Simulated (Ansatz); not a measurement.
# Fe2O3 (Hematite): the cost of one run

Program: Ansatz 0.2.0. Level of theory: DFT PBE, scalar-relativistic, plane waves, PAW. These are calculated values, not measurements.

## 1. Starting point

The structure is trigonal, space group R-3c (No. 167). Conventional cell: a = 5.038 Å, b = 5.038 Å, c = 13.772 Å, α = 90.00°, β = 90.00°, γ = 120.00°. Around Fe (site symmetry 3) lie 6 O at 1.95 to 2.12 Å. O (site symmetry 2) has 4 Fe at 1.95 to 2.12 Å as nearest neighbours.

Coordinates:

```
Fe O
1.0
     2.51900    1.45435    4.59067
    -2.51900    1.45435    4.59067
     0.00000   -2.90869    4.59067
Fe O
4 6
Direct
  0.35530 0.35530 0.35530
  0.14470 0.14470 0.14470
  0.64470 0.64470 0.64470
  0.85530 0.85530 0.85530
  0.55590 0.94410 0.25000
  0.25000 0.55590 0.94410
  0.94410 0.25000 0.55590
  0.44410 0.05590 0.75000
  0.75000 0.44410 0.05590
  0.05590 0.75000 0.44410
```

The moments start at Fe 5.00 μB.

## 2. Full relaxation

input.yaml reads:

```yaml
crystal:
  lattice:
    - [2.519, 1.4543453281, 4.5906666667]
    - [-2.519, 1.4543453281, 4.5906666667]
    - [0.0, -2.9086906562, 4.5906666667]
  atoms:
    - { symbol: Fe, position: [0.3553, 0.3553, 0.3553], spin: 5.0 }
    - { symbol: Fe, position: [0.1447, 0.1447, 0.1447], spin: 5.0 }
    - { symbol: Fe, position: [0.6447, 0.6447, 0.6447], spin: 5.0 }
    - { symbol: Fe, position: [0.8553, 0.8553, 0.8553], spin: 5.0 }
    - { symbol: O, position: [0.5559, 0.9441, 0.25] }
    - { symbol: O, position: [0.25, 0.5559, 0.9441] }
    - { symbol: O, position: [0.9441, 0.25, 0.5559] }
    - { symbol: O, position: [0.4441, 0.0559, 0.75] }
    - { symbol: O, position: [0.75, 0.4441, 0.0559] }
    - { symbol: O, position: [0.0559, 0.75, 0.4441] }
basis:
  ecutwfc: 420
  ecutrho_ratio: 4
kpoints:
  mp_grid: { grid: [6, 6, 6] }
hamiltonian:
  xc: pbe
scf:
  occupations: { method: gaussian, width: 0.05 }
output:
  forces: true
  stress: true
  eigenvalues: true
  populations: true
magnetization:
  spin_polarized: true
relax:
  f_tol: 0.01
  max_steps: 60
  cell: { stress_tol: 0.04 }
```

On the command line:

```sh
ansatz run input.yaml --threads 4 --pin off --max-ram 10240MiB --backend cpu --events-out ev --progress --plain --runs-dir out
```

What time and memory should one allow on 4 threads of Arm Neoverse V1, shared host?

About 2.5 min, with a peak of 0.74 GiB.
